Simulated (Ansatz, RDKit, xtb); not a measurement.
**Isomers of C3H6GeN2, a sample narrowed down**

Which of a sample of isomers of C3H6GeN2 is the most stable in the gas at 298.15 K, and what are its properties? The sample is small against all isomers, and the most stable one of this formula need not be in it.

The funnel: GFN2-xTB relaxations, single points with a density functional, relaxations at PBE0-D3(BJ)/def2-SVP, harmonic vibrations (at GFN2-xTB), and a last energy at a higher level. All values are calculated.

## 1. Drawing up candidates

Isomers were taken from a list of plausible structures; this is a sample, not all of them. That gives 4 candidates.

| label | SMILES | spin |
| --- | --- | --- |
| c056 | [GeH3][c]1c[nH]cn1 | singlet |
| c418 | [GeH3][c]1ncc[nH]1 | singlet |
| c768 | [GeH3][n]1ccnc1 | singlet |
| c813 | [GeH3][c]1cnc[nH]1 | singlet |

Candidates are built by distance geometry, with a force field where one applies, in up to four conformers (letters a to d).

Q: Predict the outcome of this search (final energies at CCSD(T)/def2-SVP + MP2/def2-TZVPP - MP2/def2-SVP).

| quantity | value |
| --- | --- |
| lowest structure found | [GeH3][n]1ccnc1, singlet |
| next finalist | [GeH3][c]1cnc[nH]1, singlet, 5.0 kcal/mol higher in G |
| share at equilibrium, among the finalists | 100.0 % |

The search ends on `[GeH3][n]1ccnc1`. The margin of 5.0 kcal/mol over the next finalist is beyond the usual error of the last level; it says nothing of structures that weren't ranked. GFN2-xTB, HF/STO-3G, r2SCAN-D4/def2-SVP, PBE0-D3(BJ)/def2-SVP, HF/def2-SVP and MP2/def2-SVP already put its bonding pattern lowest among the structures in one piece. Lowest found is not proven lowest: the search is finite, and each finalist counts with one conformer. Only 4 drawn patterns were tried, so whole families of isomers are missing, and the result ranks this sample alone.
